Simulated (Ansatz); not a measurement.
# C2H7ClGa: the cost of one run

Method: UKS PBE/def2-SVP, in Ansatz 0.2.0.

## (1) The structure to begin with

Bond lengths: Ga1–H2 1.820 Å, Ga1–C3 1.980 Å, C3–H4 1.110 Å, C3–H5 1.110 Å, C3–H6 1.110 Å, Ga1–C7 1.980 Å, C7–H8 1.110 Å, C7–H9 1.110 Å, C7–H10 1.110 Å. Angles (14 of 15 angles, heavy atoms first): C3–Ga1–C7 120.0°, H2–Ga1–C3 120.0°, H2–Ga1–C7 120.0°, Ga1–C3–H4 109.5°, Ga1–C3–H5 109.5°, Ga1–C3–H6 109.5°, Ga1–C7–H8 109.5°, Ga1–C7–H9 109.5°, Ga1–C7–H10 109.5°, H4–C3–H5 109.4°, H4–C3–H6 109.4°, H5–C3–H6 109.4°, H8–C7–H9 109.4°, H8–C7–H10 109.4°.

Structure file:

```xyz
11

Ga    0.0000    0.0000    0.0000
H     0.0000    0.0000    1.8200
C     1.7147    0.0000   -0.9900
H     2.0443   -1.0462   -1.1602
H     1.5782    0.5080   -1.9674
H     2.4842    0.5381   -0.3982
C    -1.7147    0.0000   -0.9900
H    -2.2748   -0.9305   -0.7608
H    -2.3188    0.8797   -0.6846
H    -1.5130    0.0508   -2.0803
Cl    0.0000    0.0000    3.4900
```

## (2) Pulling towards end A

Springs on the bonds that form and break draw the guess towards this end; the thresholds are loose.

File input.yaml:

```yaml
crystal:
  periodic: [false, false, false]
  atoms:
    - { symbol: Ga, position_ang: [0.0, 0.0, 0.0] }
    - { symbol: H, position_ang: [0.0, 0.0, 1.82] }
    - { symbol: C, position_ang: [1.7147, 0.0, -0.99] }
    - { symbol: H, position_ang: [2.0443, -1.0462, -1.1602] }
    - { symbol: H, position_ang: [1.5782, 0.508, -1.9674] }
    - { symbol: H, position_ang: [2.4842, 0.5381, -0.3982] }
    - { symbol: C, position_ang: [-1.7147, 0.0, -0.99] }
    - { symbol: H, position_ang: [-2.2748, -0.9305, -0.7608] }
    - { symbol: H, position_ang: [-2.3188, 0.8797, -0.6846] }
    - { symbol: H, position_ang: [-1.513, 0.0508, -2.0803] }
    - { symbol: Cl, position_ang: [0.0, 0.0, 3.49] }
magnetization:
  spin_polarized: true
  initial_magnetization: 1
basis:
  gaussian: { orbitals: def2-SVP }
hamiltonian:
  xc: pbe
relax:
  f_tol: 0.15
  max_steps: 25
  restrain:
    - { distance: [1, 10], at: 2.57, k: 30.0 }
    - { distance: [0, 1], at: 1.57, k: 30.0 }
output:
  orbitals: {}
```

The run is started by

```
$ ansatz run input.yaml --threads 4 --pin off --max-ram 5120MiB --backend cpu --events-out ev --progress --plain --runs-dir out
```

Q: Estimate wall time and peak memory on 4 threads of Arm Neoverse V1, shared host.

About 15 s, with a peak of 0.28 GiB.
